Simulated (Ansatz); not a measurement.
Consider relaxations under a series of pressures of AlC3, space group Pm-3m (the Ansatz DFT code, driven from Python).

`alc3.vasp`
```text
AlC3
1.0
   3.20792900    0.00000000    0.00000000
   0.00000000    3.20792900    0.00000000
   0.00000000    0.00000000    3.20792900
Al C
1 3
Direct
   0.00000000    0.00000000    0.00000000
   0.00000000    0.50000000    0.50000000
   0.50000000    0.00000000    0.50000000
   0.50000000    0.50000000    0.00000000
```

Script `compress_alc3.py`:
```python
"""Cell of AlC3 under pressure."""

import warnings

import ansatz as az
from ase.io import read
import numpy as np
import pandas as pd

def edges_and_angles(cell):
    cell = np.asarray(cell)
    a, b, c = np.linalg.norm(cell, axis=1)
    cosines = cell[1] @ cell[2] / (b * c), cell[0] @ cell[2] / (a * c), cell[0] @ cell[1] / (a * b)
    return (a, b, c, *np.degrees(np.arccos(cosines)))


def main() -> None:
    warnings.simplefilter("ignore", az.DeckWarning)

    atoms = read("alc3.vasp", format="vasp")
    cell = az.Crystal.from_ase(atoms)

    model = cell.calculation().occupations("fermi_dirac").functional("pbe").scf(tolerance=1e-07).kpoints(7)

    # H = F + PV, with 1 GPa A^3 = 1/160.21766 eV
    rows = []
    for pressure in [0, 5, 10, 20]:
        outcome = model.relax(cell=True, pressure=pressure, force_tolerance=0.05).run()
        cell = outcome.lattice.cell_ang
        n_atoms = len(outcome.lattice.sites)
        volume = abs(np.linalg.det(cell)) / n_atoms
        enthalpy = outcome.report["free_energy_ev"] / n_atoms + pressure * volume / 160.21766
        rows.append((pressure, volume, enthalpy, *edges_and_angles(cell)))
        print(f"{pressure} GPa done: {volume:.4f} A^3/atom")

    table = pd.DataFrame(rows, columns=["P_GPa", "V_A3_atom", "H_eV_atom", "a", "b", "c", "alpha", "beta", "gamma"])
    print(table.round(4).to_string(index=False))
    p, v = np.array([row[0] for row in rows], float), np.array([row[1] for row in rows])
    print("mean bulk modulus between rows (GPa):", np.round(-np.diff(p) / np.diff(np.log(v)), 1))


if __name__ == "__main__":
    main()
```

How far does the cell shrink over this series of pressures, and what bulk modulus does the first step imply?

The volume falls from 8.25 Å³ an atom at 0 GPa to 7.47 at 20 GPa, by 9.5 %. Between 0 and 5 GPa, -V dP/dV is about 174 GPa, a mean over that step.

The run itself:

```console
$ python compress_alc3.py
0 GPa done: 8.2530 A^3/atom
5 GPa done: 8.0189 A^3/atom
10 GPa done: 7.8151 A^3/atom
20 GPa done: 7.4695 A^3/atom
 P_GPa  V_A3_atom  H_eV_atom      a      b      c  alpha  beta  gamma
     0     8.2530  -319.8828 3.2079 3.2079 3.2079   90.0  90.0   90.0
     5     8.0189  -319.6290 3.1773 3.1773 3.1773   90.0  90.0   90.0
    10     7.8151  -319.3820 3.1502 3.1502 3.1502   90.0  90.0   90.0
    20     7.4695  -318.9054 3.1030 3.1030 3.1030   90.0  90.0   90.0
mean bulk modulus between rows (GPa): [173.7 194.3 221.1]
```

Caveats:
- Total energies depend on the potentials; only differences at equal settings carry meaning.
- At a fixed pressure a relaxation lowers the enthalpy F + PV, while F alone can rise.
- The mesh is modest for a metal, so energies can be off by several to tens of meV an atom and pressures by half a GPa or more; differences at equal mesh fare better.
- The program warned that this SCF threshold is loose for forces or stresses.
- The structure comes from a database of computed cells and needn't be a stable or known phase.
- Symmetry holds the cell in this phase, whether or not it is the stable one at each pressure.
- The script silences the warnings on its input, which a real study should read.
- Finished in 13 s on 1 thread of Arm Neoverse V2 (shared host), peak memory 0.43 GiB.
